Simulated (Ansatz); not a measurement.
Predict the output of the script below (the Python package of Ansatz (0.2.0)).

`ch2cli_md.py`:
```python
import ansatz as az
import numpy as np


def main() -> None:
    system = (
        az.Crystal.molecule()
        .atom("Cl", (-1.3869, 0.097, 0.9124))
        .atom("C", (-0.0305, 0.0841, -0.1813))
        .atom("I", (1.4645, -0.9946, 0.7587))
        .atom("H", (0.344, 1.1282, -0.3972))
        .atom("H", (-0.3412, -0.3884, -1.134))
    )

    job = (
        system.calculation()
        .basis(gaussian="def2-SVP")
        .functional("b3lyp", dispersion="d4")
        .md("nve", timestep=1.0, steps=30, temperature=300, initial_velocities="maxwell_boltzmann", seed=63)
    )
    frames = []
    job.session().plan().execute(on_event=lambda e: frames.append(e["data"]) if e["event"] == "md_step" else None)
    print("t (fs)   E_pot (eV)      E_kin (eV)   T (K)   d(0-1) (A)")
    for f in frames[::2]:
        xyz = np.array(f["positions_ang"])
        print(f"{f['time_fs']:6.2f} {f['lagrangian_ev']:14.5f} {f['e_kin_ev']:10.5f} {f['temperature_k']:8.1f} {np.linalg.norm(xyz[0] - xyz[1]):9.4f}")
    kept = np.array([f["conserved_ev"] for f in frames])
    print(f"conserved energy moves by at most {1000 * np.ptp(kept):.3f} meV")


if __name__ == "__main__":
    main()
```

```console
$ python ch2cli_md.py
t (fs)   E_pot (eV)      E_kin (eV)   T (K)   d(0-1) (A)
  0.00   -21690.98924    0.11633    300.0    1.7425
  2.00   -21690.95654    0.08535    220.1    1.7446
  4.00   -21690.95220    0.08122    209.4    1.7496
  6.00   -21690.96766    0.09411    242.7    1.7553
  8.00   -21690.93982    0.07041    181.6    1.7601
 10.00   -21691.00355    0.13018    335.7    1.7637
 12.00   -21691.01054    0.13938    359.4    1.7681
 14.00   -21691.04151    0.17084    440.6    1.7736
 16.00   -21691.10395    0.22942    591.6    1.7792
 18.00   -21691.06734    0.19809    510.8    1.7829
 20.00   -21691.11587    0.24222    624.6    1.7835
 22.00   -21691.10297    0.23129    596.4    1.7829
 24.00   -21691.08568    0.21572    556.3    1.7828
 26.00   -21691.13963    0.26526    684.1    1.7823
 28.00   -21691.09011    0.22027    568.0    1.7800
 30.00   -21691.11039    0.23741    612.2    1.7751
conserved energy moves by at most 5.268 meV
```

What to keep in mind:
- Total energies depend on the basis set; only differences at equal settings carry meaning.
- The trajectory is only some femtoseconds long, so its temperature is not equilibrated; where the script doesn't relax first, it starts from a rough generated geometry.
- def2 sets replace the cores of elements past krypton by effective core potentials.
- b3lyp holds the VWN-RPA fit, as in Gaussian; the form of ORCA and Turbomole is b3lyp5.
- The temperature counts the internal degrees of freedom alone.
- With hydrogen a step over 0.5 fs is long.
- Run time: 89 s on 1 thread of Arm Neoverse V1 (shared host), peak memory 0.21 GiB.

(Lines on the test bed's own set-up are left out of the output.)
